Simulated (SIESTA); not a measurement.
MnPt2 under changes of volume

One of the cells (15.408 Å³/atom); the others are scaled copies at fixed shape and fractional positions:

```
CELL_PARAMETERS angstrom
2.85840 0.00000 0.00000
-1.42920 2.47545 0.00000
0.00000 0.00000 6.53250
ATOMIC_POSITIONS crystal
Pt 0.66667 0.33333 0.31621
Pt 0.33333 0.66667 0.68379
Mn 0.00000 0.00000 0.00000
```

The cell comes from a database or a generator and needn't be the stable form of this composition.

```yaml
Program: SIESTA 5.4.2
Functional: LDA
Potentials_or_basis: PseudoDojo 0.4 standard (LDA files)
Basis: DZP (energy shift 0.003 Ry; two zetas on semicore shells)
Grid_cutoff: 800 Ry
Energy_shift: 0.003 Ry
k_mesh: 8 × 8 × 3
Occupations: fermi-dirac, width 0.05 eV
Spin: collinear spin, ferromagnetic start
Starting_moments: "[0.0, 0.0, 4.0] μB"
```

```tsv
volume (Å³/atom)	energy over the lowest point (meV/atom)	pressure (GPa)	moment (μB per cell)	largest force (eV/Å)
14.483	0.00	-4.7	3.89	0.052
14.791	?	?	?	?
15.099	32.58	-12.1	4.18	0.007
15.408	58.60	-15.1	4.30	0.034
15.716	90.03	-17.9	4.40	0.077
16.024	126.42	-20.3	4.47	0.114
16.332	167.31	-22.4	4.53	0.155
```

Q: What does the run at 14.791 Å³/atom give?

A: Energy over the lowest point 12.68 meV/atom; pressure -8.7 GPa; moment 4.05 μB per cell; largest force 0.034 eV/Å.

Worked out: A Birch-Murnaghan fit of order 3 (a polynomial in V^(-2/3)) to the other rows has its minimum at 14.14 Å³/atom, just outside them, with B0 = V·E''(V) = 206 GPa and B' = 4.0 at fixed shape and positions, which overstates the stiffness. It gives 12.86 meV/atom at 14.791 Å³/atom, against the run's 12.68, and -dE/dV = -8.5 GPa, against -8.7. A parabola through the other rows of the moment, of slope 0.476 μB per Å³/atom there, gives 4.05 μB, against the run's 4.05.

Energies are extrapolated to zero smearing.

Caveats: short orbitals over semicore shells can move pressures by several GPa; the basis of atomic orbitals isn't converged, which shifts pressures, moduli and gaps.
